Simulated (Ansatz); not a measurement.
# MnO2 (Fd-3m) in Ansatz: reference runs, part 2 of 2

Ansatz 0.2.0. The steps go on from the part before.

### Step 3. Single point, PBEsol, collinear spin, ferromagnetic start (atoms moved at random, drawn with an rms of 0.05 Å)

Input file input.yaml:

```yaml
crystal:
  lattice:
    - [0.0, 4.0199925062, 4.0199925062]
    - [4.0199925062, 0.0, 4.0199925062]
    - [4.0199925062, 4.0199925062, 0.0]
  atoms:
    - { symbol: Mn, position: [0.131067, 0.125846, 0.124054], spin: 4.0 }
    - { symbol: Mn, position: [0.130587, 0.133518, 0.619901], spin: 4.0 }
    - { symbol: Mn, position: [0.625795, 0.124913, 0.12503], spin: 4.0 }
    - { symbol: Mn, position: [0.125518, 0.628685, 0.120935], spin: 4.0 }
    - { symbol: O, position: [0.369623, 0.37136, 0.349387] }
    - { symbol: O, position: [0.367698, 0.341862, 0.92796] }
    - { symbol: O, position: [0.925161, 0.359605, 0.356173] }
    - { symbol: O, position: [0.342255, 0.923942, 0.366216] }
    - { symbol: O, position: [0.89791, 0.888127, 0.314618] }
    - { symbol: O, position: [0.892618, 0.882786, 0.887958] }
    - { symbol: O, position: [0.882217, 0.324117, 0.894295] }
    - { symbol: O, position: [0.334865, 0.88278, 0.886248] }
hamiltonian:
  xc: pbesol
  pseudopotentials: { kind: paw }
magnetization:
  spin_polarized: true
kpoints:
  mp_grid: { grid: [6, 6, 6] }
scf:
  occupations: { method: fermi_dirac, width: 0.05 }
output:
  forces: true
  stress: true
  eigenvalues: true
  write_density: true
  write_potential: true
  elf: true
  volumetric_format: npy
```

Potentials or basis: Ansatz PAW.

The run is started by

```
$ ansatz run input.yaml --threads 4 --pin off --max-ram 11264MiB --backend cpu --events-out ev --progress --plain --runs-dir out
```

What it wrote:

```text
Warning: RAYON_NUM_THREADS=4 ignored (pool sized by the plan → 4); use --threads N
[... 95 lines left out ...]
  k-point 2 ↑: bands = ["-73.4087", "-73.3957", "-73.3773", "-73.3372", "-42.3675", "-42.2744", "-42.2708", "-42.2506", "-42.2273", "-42.2224", "-42.2144", "-42.1925", "-42.1841", "-42.1605", "-42.1551", "-42.1357", "-11.6989", "-10.6328", "-10.1679", "-10.1111", "-10.0056", "-9.8666", "-9.7548", "-9.6111", "0.9108", "1.2517", "1.2883", "1.6530", "1.7722", "1.8172", "2.2720", "2.3434", "2.5819", "2.7165", "2.7933", "2.8679", "3.6230", "3.7724", "3.9351", "4.3570", "4.3980", "4.4921", "4.7915", "4.8669", "5.3998", "5.4960", "5.7667", "5.8582", "6.1886", "6.3617", "6.4265", "6.5493", "6.6046", "6.8061", "6.8619", "6.9352", "7.1576", "7.2655", "7.4064", "7.6186", "9.8569", "10.0060", "10.1179", "10.1437", "10.2759", "10.5922", "10.8170", "10.9240", "16.0607", "17.7784", "19.1763", "19.2345", "20.0311", "20.2733", "20.3884"]
  k-point 111 ↓: bands = ["-70.2789", "-70.2575", "-70.2412", "-70.2229", "-39.4101", "-39.3549", "-39.2798", "-39.2609", "-39.1309", "-39.1217", "-39.1196", "-39.1115", "-39.1044", "-39.0614", "-39.0534", "-39.0385", "-11.2996", "-10.6694", "-9.9719", "-9.9034", "-9.8213", "-9.6656", "-9.6059", "-9.5148", "2.0250", "2.1897", "2.2840", "2.5752", "2.6303", "2.6761", "2.7092", "3.0038", "3.0545", "3.2671", "3.6928", "3.7459", "3.7957", "3.9447", "4.0667", "5.0335", "5.1490", "5.1674", "5.6306", "5.7375", "5.8786", "5.9151", "6.7070", "6.7713", "8.6202", "8.6796", "9.3878", "9.4620", "9.5413", "9.5822", "9.6374", "9.7072", "9.7844", "9.8346", "9.9184", "10.2011", "11.3818", "11.4639", "11.5679", "11.6262", "11.6814", "11.9177", "12.0268", "12.1209", "17.2212", "17.5026", "19.6287", "19.8929", "20.6053", "21.2919", "21.4858"]
```

rho_z.tsv:

```text
# z_ang	rho[e/angstrom^3]	rho_spin[e/angstrom^3]
# format = ansatz-planar-average/11
# lattice	0.000000000	4.019992506	4.019992506
# lattice	4.019992506	0.000000000	4.019992506
# lattice	4.019992506	4.019992506	0.000000000
# sites	12
# site	25	1.004596127	1.025584508	1.032788335
# site	25	3.028738734	3.016956136	1.061700121
# site	25	1.004768987	3.018310873	3.017840534
# site	25	3.013466782	0.990739213	3.031890408
# site	8	2.897397539	2.890414812	2.978746107
# site	8	5.104674924	5.208535451	2.852425883
# site	8	2.877422196	5.150953078	5.164749692
# site	8	5.186425492	2.848048111	5.090102451
# site	8	4.835025887	4.874353474	7.179855356
# site	8	7.118377610	7.157902177	7.137110775
# site	8	4.898007109	7.141564927	4.849453640
# site	8	7.111479303	4.908865109	4.894923775
0.000000	8.218477e-1	8.169746e-2
0.142128	9.336446e-1	1.249854e-1
0.284256	1.181920e0	1.900678e-1
0.426385	1.507549e0	2.774952e-1
0.568513	1.787200e0	3.611633e-1
0.710641	1.888853e0	3.936366e-1
[... 32 lines left out ...]
5.400872	9.134516e-1	3.501353e-2
5.543000	8.347179e-1	5.301963e-2
```

It took 56 s on 4 threads of Intel Xeon 6975P-C (Granite Rapids), shared host; peak memory 1.7 GiB.

What came out:

```yaml
Free_energy: -19961.0007 eV
Pressure: 1.8 GPa
Largest_force: 1.276 eV/Å
Band_gap_on_the_k_mesh: 0.33 eV, indirect (least direct gap 0.43 eV)
Net_moment: 12.00 μB per cell
Absolute_moment: 12.11 μB per cell
Site_moments: Mn +2.40, +2.45, +2.41, +2.39; O +0.06, +0.08, +0.07, +0.04 μB
```

Forces in eV/Å, atoms in the order of the input:
```
Mn  -0.236 -0.454 -0.759
Mn  -0.016  0.029 -0.920
Mn  -0.597  0.288 -0.141
Mn  -0.475 -0.217  0.229
O   -0.033  0.239 -0.791
O   -0.017 -1.015  0.773
O    0.366 -0.213 -0.144
O   -0.449  1.006  0.434
O    0.888  0.663 -0.549
O    0.198 -0.155  0.355
O    0.124 -0.021  0.979
O    0.247 -0.150  0.535
```

Stress tensor (GPa, compression positive):
```
 0.83  0.07 -0.75
 0.07  3.80 -0.87
-0.75 -0.87  0.84
```

Levels at points of the mesh, in eV from the valence-band top:
Spin up:
```tsv
k point	band 56	band 57	band 58	band 59	band 60	band 61	band 62	band 63	band 64	band 65
(0.00, 0.00, 0.00)	-1.01	-0.74	-0.71	-0.68	-0.11	2.45	2.52	2.58	2.86	3.06
(0.00, 0.00, -0.50)	-0.65	-0.44	-0.32	-0.25	-0.08	2.02	2.25	2.29	2.37	2.42
(0.00, -0.50, 0.00)	-0.58	-0.46	-0.40	-0.37	-0.10	2.11	2.27	2.34	2.41	2.48
(0.00, -0.50, -0.50)	-0.27	-0.22	-0.16	-0.07	-0.06	1.77	1.80	2.16	2.28	2.47
(-0.50, 0.00, 0.00)	-0.60	-0.44	-0.37	-0.36	-0.10	2.15	2.23	2.32	2.37	2.49
(-0.50, 0.00, -0.50)	-0.25	-0.21	-0.18	-0.11	-0.06	1.76	1.88	2.25	2.33	2.45
(-0.50, -0.50, 0.00)	-0.28	-0.20	-0.13	-0.09	-0.09	1.63	1.88	2.21	2.31	2.49
(-0.50, -0.50, -0.50)	-0.63	-0.40	-0.39	-0.33	-0.09	2.21	2.21	2.33	2.36	2.45
```
Spin down:
```
              k point  band 45  band 46  band 47  band 48  band 49  band 50  band 51  band 52
   (0.00, 0.00, 0.00)    -2.11    -0.91    -0.90    -0.87     0.33     0.38     1.37     1.45
  (0.00, 0.00, -0.50)    -1.83    -1.72    -0.98    -0.94     0.96     0.98     1.59     1.69
  (0.00, -0.50, 0.00)    -1.81    -1.73    -0.97    -0.90     0.94     0.98     1.60     1.73
 (0.00, -0.50, -0.50)    -1.76    -1.71    -1.33    -1.24     1.33     1.34     1.58     1.65
  (-0.50, 0.00, 0.00)    -1.83    -1.71    -0.96    -0.92     0.96     0.98     1.64     1.72
 (-0.50, 0.00, -0.50)    -1.82    -1.75    -1.29    -1.20     1.24     1.37     1.63     1.69
 (-0.50, -0.50, 0.00)    -1.80    -1.71    -1.31    -1.28     1.33     1.41     1.51     1.73
(-0.50, -0.50, -0.50)    -1.82    -1.78    -0.99    -0.93     0.92     0.98     1.69     1.77
```

Caveat: the magnetic or orbital state may not be the lowest; the pressure holds a Pulay correction of +0.8 GPa for the finite cutoff; only a ferromagnetic start was run, and an antiferromagnetic order may lie lower in energy; the PAW data sets come from PBE, with cores solved anew for the run's functional, which leaves a small shift of forces and pressure.
